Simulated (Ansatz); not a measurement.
# AsH2+ (singlet): wB97M-V, B2PLYP, RKS PBE0 over a scan of the scale of all distances, cc-pVDZ

Aim: run AsH2+ (singlet) with these functionals over a scan of the scale of all distances, and hold them against the top wave-function level at the same points.

The runs use Ansatz 0.2.0, Gaussian basis; cc-pVDZ, all electrons in the functionals, frozen cores in the correlation of double hybrids and RPA.

Plan: wB97M-V, B2PLYP, RKS PBE0, at 0.879; 1.000; 1.109; 1.307; 1.519; 1.778; 1.999; 2.429.

15 further runs of the same task are left out: 8 that didn't finish, 7 set aside as unsound or not needed.

**1. What is computed**

The geometry derives from a PBE0/def2-TZVP stationary point (not a proven minimum). All distances are scaled together. No spin-orbit coupling is included. The filled d shell of As may be among the frozen orbitals whatever the setting's name suggests; the logs give the count.

3 atoms, charge 1, spin multiplicity 1.

Atoms are counted from 1 here; the program's logs count them from 0.

Bond lengths: As1–H2 1.530 Å, As1–H3 1.530 Å. Angles: H2–As1–H3 91.0°.

As a file:

```xyz
3
AsH2
As    0.0000   -0.0281    0.0000
H     0.0000    1.0446   -1.0909
H     0.0000    1.0446    1.0909
```

No dispersion term is added; wB97M-V holds VV10 nonlocal correlation.

The geometry shown and the zero of energy belong to the point 1.000. The yardstick, FCI, and other wave-function levels (R restricted, U unrestricted, valence and pair active spaces) come from earlier runs.

**2. wB97M-V, 0.879**

in.yaml

```yaml
crystal:
  periodic: [false, false, false]
  atoms:
    - {symbol: As, position_ang: [0.000000, -0.024705, 0.000000]}
    - {symbol: H, position_ang: [0.000000, 0.918197, -0.958901]}
    - {symbol: H, position_ang: [0.000000, 0.918195, 0.958902]}
basis:
  gaussian: {orbitals: cc-pVDZ}
total_charge: 1
magnetization: {spin_polarized: true, initial_magnetization: 0}
hamiltonian: {xc: {name: wB97M-V}}
output: {orbitals: {seedname: orbitals}}
```

Run with:

```sh
$ ansatz run in.yaml --threads 1 --pin off --events-out ev --progress --plain --max-ram 2393MiB
```

The runs that follow: wB97M-V, 1.000; wB97M-V, 1.109; wB97M-V, 1.307; wB97M-V, 1.519; wB97M-V, 1.778; wB97M-V, 1.999; wB97M-V, 2.429; B2PLYP, 0.879; B2PLYP, 1.000; B2PLYP, 1.109; B2PLYP, 1.307; B2PLYP, 1.519; B2PLYP, 1.778; B2PLYP, 1.999; B2PLYP, 2.429; RKS PBE0, 0.879; RKS PBE0, 1.000; RKS PBE0, 1.109; RKS PBE0, 1.307; RKS PBE0, 1.519; RKS PBE0, 1.778; RKS PBE0, 1.999; RKS PBE0, 2.429.

**Question.** What will the summary of the whole plan be? Wanted: span of the FCI curve; largest miss, wB97M-V; largest miss, B2PLYP; largest miss, RKS PBE0.

As calculated:

| quantity | value |
| --- | --- |
| span of the FCI curve | 6.006 eV |
| largest miss, wB97M-V | +0.625 eV (1.519) |
| largest miss, B2PLYP | +0.552 eV (1.519) |
| largest miss, RKS PBE0 | +3.354 eV (2.429) |

**Reading.** Of the functionals, B2PLYP keep the smallest largest miss at the points compared (at most 0.552 eV) and RKS PBE0 strays most (3.354 eV, at 2.429). wB97M-V, B2PLYP clearly break the spin symmetry at some points (⟨S²⟩ up to 1.98 above the pure value), so energy there is bought with a mixed spin. Functionals and the yardstick converge differently with the basis, so part of each miss in cc-pVDZ is the basis.
